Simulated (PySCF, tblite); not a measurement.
**C5H12GeOSi: geometry, infrared bands and NMR shifts**

Wanted: the infrared bands and NMR shifts of C5H12GeOSi (`[GeH3][O][C@@H]1[SiH2][C@H]1C1CC1`), by calculation.

The runs use tblite 0.8.0 and PySCF 2.14.0, with density-fitted response routines of our own; the level of theory stands in each step. All values are computed, except where a source is named. Atoms are numbered from 0 throughout.

## Step 1: The starting structure

20 atoms, charge 0, multiplicity 1; geometry from: force field or distance geometry start.

Bonds of the start (Å): Ge0–O1 1.81, O1–C2 1.41, C2–Si3 1.90, Si3–C4 1.90, C4–C5 1.52, C5–C6 1.52, C6–C7 1.51, C4–C2 1.50, C7–C5 1.51, Ge0–H8 1.55, Ge0–H9 1.54, Ge0–H10 1.55, C2–H11 1.11, Si3–H12 1.48, Si3–H13 1.46, C4–H14 1.12, C5–H15 1.12, C6–H16 1.12, C6–H17 1.10, C7–H18 1.12, C7–H19 1.11.

## Step 2: Relaxing the molecule with GFN2-xTB

Job settings and geometry (Å):

```
{"job": {"kind": "relax", "xc": "GFN2-xTB", "basis": "xTB"}, "charge": 0, "multiplicity": 1}
Ge     2.568300     1.421800    -0.818400
O      1.644500     0.329000    -1.919000
C      0.971400    -0.580400    -1.081700
Si    -0.335000    -1.541000    -2.071500
C     -0.433100    -0.168100    -0.767100
C     -0.919700    -0.640200     0.594800
C     -1.024800     0.467900     1.631900
C     -2.275000    -0.107500     1.006400
H      1.577500     2.157700     0.125500
H      3.565500     0.604700     0.031300
H      3.326600     2.466200    -1.668100
H      1.540800    -1.194600    -0.359500
H     -0.830900    -2.801900    -1.463900
H     -0.734600    -1.009700    -3.372100
H     -0.739700     0.841500    -1.154700
H     -0.650400    -1.641800     1.007900
H     -0.853700     0.135300     2.684400
H     -0.776600     1.484900     1.288500
H     -2.854800    -0.784400     1.677900
H     -2.771500     0.571200     0.283900
```

Launch:

```bash
OMP_NUM_THREADS=1 python probes_run.py task.json out
```

The driver reads the jobs from task.json and runs them one after another.

**Question.** This job is followed by: GFN2-xTB harmonic vibrations, gas phase; GIAO PBE0/pcSseg-1 NMR shielding, non-relativistic, gas phase. Predict these results of the whole session: strongest single infrared mode (GFN2-xTB); zero-point energy (GFN2-xTB); 13C shifts against TMS (PBE0/pcSseg-1); 1H shifts against TMS (PBE0/pcSseg-1, means over atoms taken as alike); 73Ge shifts against GeMe4 (PBE0/pcSseg-1); 17O shifts against H2O (PBE0/pcSseg-1); 29Si shifts against TMS (PBE0/pcSseg-1).

As calculated:

| quantity | value |
| --- | --- |
| strongest single infrared mode (GFN2-xTB) | 1968 cm⁻¹, 516 km/mol |
| zero-point energy (GFN2-xTB) | 91.4 kcal/mol |
| 13C shifts against TMS (PBE0/pcSseg-1) | 65.1, 26.9, 15.9, 10.3, 8.1 ppm |
| 1H shifts against TMS (PBE0/pcSseg-1, means over atoms taken as alike) | 4.62, 4.06, 2.96, 2.69, 0.71, 0.67, 0.40, 0.33, 0.25, 0.19 ppm |
| 73Ge shifts against GeMe4 (PBE0/pcSseg-1) | -98 ppm |
| 17O shifts against H2O (PBE0/pcSseg-1) | 6.9 ppm |
| 29Si shifts against TMS (PBE0/pcSseg-1) | -127.7 ppm |

In words: Over 141 steps the energy fell by 0.802 eV; of the close pairs, Ge0–H10 changed most, 1.545 to 1.488 Å. All 54 modes are real, so the xTB geometry is a minimum. The strongest single mode, at 1968 cm⁻¹, moves mainly H9 and H8. GFN2-xTB is a fitted tight-binding method: band positions and strengths are rough. Its intensities can rank the bands wrongly. At PBE0/pcSseg-1: Shielding is most anisotropic at Ge0 (span 349 ppm, paramagnetic term -1329 ppm). Spin-orbit coupling is left out, which matters for shieldings and couplings at and beside the heavy atoms.
